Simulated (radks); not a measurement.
# Hf²⁺ in [Kr] 4d10 4f14 5s1.5 5p6 5d2 6s0.5: an all-electron calculation

What are the levels of the hafnium ion Hf2+, how large are its shells, and how does its energy divide?

Method: scalar-relativistic Kohn-Sham, BLYP, spin-polarised, spherical densities, finite nucleus; open shells are filled with parallel spins first. Code: radks (a radial shooting solver on a logarithmic mesh, Libxc functionals) version 1.

**1. The system**

| Property | Result |
| --- | --- |
| element | hafnium (Z = 72) |
| charge | +2 |
| electrons | 70 |
| configuration | [Kr] 4d10 4f14 5s1.5 5p6 5d2 6s0.5 |
| nuclear rms radius | 5.347 fm |

**2. The run**

Settings of this run:

```text
Z 72
configuration [Kr] 4d10 4f14 5s1.5 5p6 5d2 6s0.5
relativity scalar-relativistic
functional b88,lyp
spin polarised
nucleus finite rms 5.347 fm
c 137.035999084
```

On the command line:

```sh
$ python run_ks.py task.json out
```

The same process makes all the runs of this session.

Q: Predict the outcome of this run.

The runs gave:

| quantity | value |
| --- | --- |
| total energy | -15075.1042 hartree |
| exchange-correlation share of it | 2.04 % |
| −T/E | 1.0953 |
| highest occupied level | 6s up, -18.989 eV |
| most extended occupied level | 6s up, <r> = 2.90 bohr |
| radius at density 0.001 e/bohr³ | 3.92 bohr |
| maxima of the radial density | 4 |

What this shows: 6 principal shells are occupied and 4 maxima appear in the radial density; where shells overlap, one shows as a shoulder or not at all. Relativity lifts −T/E to 1.095. This is not the tabulated ground configuration, so its levels and sizes aren't those of the ground state, and no measured value stands beside it.
